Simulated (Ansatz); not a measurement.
# C2HF2Ge radical: up Jacob's ladder to CCSD(T)

Aim: compute C2HF2Ge radical with functionals from several rungs and with coupled cluster. The yardstick is the atomisation energy at the CCSD(T) limit.

Computed with Ansatz 0.2.0, Gaussian basis. Level: functionals in def2-TZVPP, the program's frozen cores in correlated methods.

Levels to be run: LDA (SPW92), PBE-D4, revPBE-D4, BLYP-D4, r2SCAN-D4, B97M-V, PBE0-D4, B3LYP-D4, r2SCANh-D4, r2SCAN0-D4, HSE06-D4, BHLYP-D4, CAM-B3LYP-D4, LC-ωPBE, ωB97X-V, ωB97M-V, B2PLYP, PBE-QIDH; CCSD(T)/def2-SVP; CCSD(T)/def2-TZVPP; MP2/def2-QZVPP; extrapolation to the limit; RPA on PBE.

## (1) The relaxed structure

An earlier PBE0-D4 in a triple-zeta def2 set relaxation fixed the geometry.

SMILES `C#[C][Ge]([F])[F]`, 6 atoms, charge 0, spin multiplicity 2.

Atoms are counted from 1 here; the program's logs count them from 0.

Bond lengths: C1–C2 1.206 Å, C1–H6 1.067 Å, C2–Ge3 1.892 Å, Ge3–F4 1.728 Å, Ge3–F5 1.728 Å. Angles: C2–C1–H6 178.2°, C1–C2–Ge3 171.1°, C2–Ge3–F4 108.5°, C2–Ge3–F5 108.5°, F4–Ge3–F5 104.7°.

## (2) LDA

This LDA is Slater exchange with PW92 correlation.

File in.yaml:

```yaml
crystal:
  periodic: [false, false, false]
  atoms:
    - {symbol: C, position_ang: [-0.190100, 0.518382, 1.692948]}
    - {symbol: C, position_ang: [-0.131417, 0.204157, 0.530329]}
    - {symbol: Ge, position_ang: [-0.289598, -0.139669, -1.323139]}
    - {symbol: F, position_ang: [-0.276601, -1.850641, -1.565139]}
    - {symbol: F, position_ang: [1.142887, 0.424070, -2.108219]}
    - {symbol: H, position_ang: [-0.213171, 0.779702, 2.727020]}
basis:
  gaussian: {orbitals: def2-TZVPP}
magnetization: {spin_polarized: true, initial_magnetization: 1}
hamiltonian: {xc: lda}
output: {orbitals: {seedname: orbitals}}
```

After this run come: PBE-D4 (GGA); revPBE-D4 (GGA); BLYP-D4 (GGA); r2SCAN-D4 (meta-GGA); B97M-V (meta-GGA); PBE0-D4 (hybrid); B3LYP-D4 (hybrid); r2SCANh-D4 (hybrid); r2SCAN0-D4 (hybrid); HSE06-D4 (hybrid); BHLYP-D4 (hybrid); CAM-B3LYP-D4 (range-separated); LC-ωPBE-D4 (range-separated); ωB97X-V (range-separated); ωB97M-V (range-separated); B2PLYP (double hybrid); PBE-QIDH (double hybrid); CCSD(T) in def2-SVP; CCSD(T) in def2-TZVPP; MP2 in def2-QZVPP; RPA on PBE orbitals.

**Question.** What will the summary of the whole plan be? Wanted: atomisation energy, CCSD(T)/CBS; farthest beyond LDA; mean size of error, GGA; mean size of error, meta-GGA; mean size of error, hybrid; mean size of error, range-separated; mean size of error, double hybrid; gap, smallest and largest; T1 diagnostic.

The runs gave:

```
                               quantity                                                                                                                  value
        atomisation energy, CCSD(T)/CBS                                                                                                          2431.0 kJ/mol
 functionals within 24.3 kJ/mol (1.0 %)  revPBE-D4, B97M-V, PBE0-D4, B3LYP-D4, r2SCANh-D4, HSE06-D4, CAM-B3LYP-D4, LC-ωPBE, ωB97X-V, ωB97M-V, B2PLYP, PBE-QIDH
                    farthest beyond LDA                                                                                               BHLYP-D4 (-140.2 kJ/mol)
                mean size of error, GGA                                                                                                            47.8 kJ/mol
           mean size of error, meta-GGA                                                                                                            20.0 kJ/mol
             mean size of error, hybrid                                                                                                            39.2 kJ/mol
    mean size of error, range-separated                                                                                                             3.5 kJ/mol
      mean size of error, double hybrid                                                                                                             9.4 kJ/mol
              gap, smallest and largest                                                                               1.00 eV (LDA (SPW92)), 8.73 eV (LC-ωPBE)
                          T1 diagnostic                                                                                                                 0.0152
triples share of the correlation energy                                                                                                                  3.8 %
```

**Reading.** LDA overbinds by 445.8 kJ/mol (18 %). PBE-D4 is off by +104.3 kJ/mol. Double hybrids carry the basis error of their MP2 part in triple zeta, and no dispersion term here, so their miss is partly the set-up's. The rungs range-separated, double hybrid, meta-GGA miss on average by less than the doubt on the reference (24.3 kJ/mol), so they tie. Misses under about 24.3 kJ/mol are within the doubt on the reference itself, which lacks core-valence correlation, relativity and higher excitations, and its outer-core shells are covered unevenly. Hartree-Fock recovers 69 % of the binding; the rest is correlation. CCSD(T) in def2-SVP is off by -152.5 kJ/mol, worse than the median functional, from the basis alone. The gap grows from 1.0 to 8.7 eV across the functionals, mostly with the share of exact exchange. Correlated methods include outer-core shells of Ge, which these sets cover unevenly.
